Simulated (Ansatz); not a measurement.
# C₂H₄BNS: small, medium and large basis sets

Aim: see how fast density functionals converge with the basis set for C₂H₄BNS.

Program: Ansatz 0.2.0, Gaussian basis. Level of theory: one geometry, several basis sets. These are calculated values, not measurements.

Levels to be run: PBE0-D4/def2-SVP; ωB97M-V/def2-SVP; PBE0-D4/def2-QZVPP; ωB97M-V/def2-QZVPP; the functionals' def2-TZVPP values are taken from earlier runs.

## 1. Structure used throughout

An earlier PBE0-D4 in a triple-zeta def2 set relaxation fixed the geometry.

SMILES `B1C=NCS1`, 9 atoms, charge 0, spin multiplicity 1.

Atoms are counted from 1 here; the program's logs count them from 0.

Bond lengths: B1–C2 1.565 Å, B1–S5 1.758 Å, B1–H6 1.188 Å, C2–N3 1.279 Å, C2–H7 1.090 Å, N3–C4 1.418 Å, C4–S5 1.836 Å, C4–H8 1.094 Å, C4–H9 1.094 Å. Angles: C2–B1–S5 106.6°, C2–B1–H6 129.3°, S5–B1–H6 124.1°, B1–C2–N3 116.8°, B1–C2–H7 126.2°, N3–C2–H7 117.0°, C2–N3–C4 114.0°, N3–C4–S5 111.5°, N3–C4–H8 110.1°, N3–C4–H9 110.1°, S5–C4–H8 108.7°, S5–C4–H9 108.7°, H8–C4–H9 107.6°, B1–S5–C4 91.0°.

## 2. PBE0-D4 in def2-SVP

The input, in.yaml:

```yaml
crystal:
  periodic: [false, false, false]
  atoms:
    - {symbol: B, position_ang: [-0.231527, 1.209622, -0.640461]}
    - {symbol: C, position_ang: [1.045348, 0.334226, -0.407995]}
    - {symbol: N, position_ang: [0.887021, -0.755559, 0.242289]}
    - {symbol: C, position_ang: [-0.449724, -0.993274, 0.652955]}
    - {symbol: S, position_ang: [-1.570030, 0.358931, 0.117917]}
    - {symbol: H, position_ang: [-0.338529, 2.248552, -1.207183]}
    - {symbol: H, position_ang: [2.055032, 0.564972, -0.747307]}
    - {symbol: H, position_ang: [-0.810618, -1.935409, 0.230295]}
    - {symbol: H, position_ang: [-0.498474, -1.078460, 1.742391]}
basis:
  gaussian: {orbitals: def2-SVP}
hamiltonian: {xc: pbe0, dispersion: d4}
output: {orbitals: {seedname: orbitals}}
```

The run is started by

```sh
$ ansatz run in.yaml --threads 2 --pin off --events-out ev --progress --plain --max-ram 4352MiB
```

After this run come: ωB97M-V in def2-SVP; PBE0-D4 in def2-QZVPP; ωB97M-V in def2-QZVPP.

**Question.** What will the summary of the whole plan be? Wanted: PBE0-D4: double and triple zeta above quadruple; ωB97M-V: double and triple zeta above quadruple.

The runs gave:

| quantity | value |
| --- | --- |
| PBE0-D4: double and triple zeta above quadruple | 9.03, 0.56 eV |
| ωB97M-V: double and triple zeta above quadruple | 9.18, 0.53 eV |

**Reading.** PBE0-D4 gains 8.47 eV from double to triple zeta, then 0.56 eV more. Total energies overstate the basis error of differences, where much of it tends to cancel.
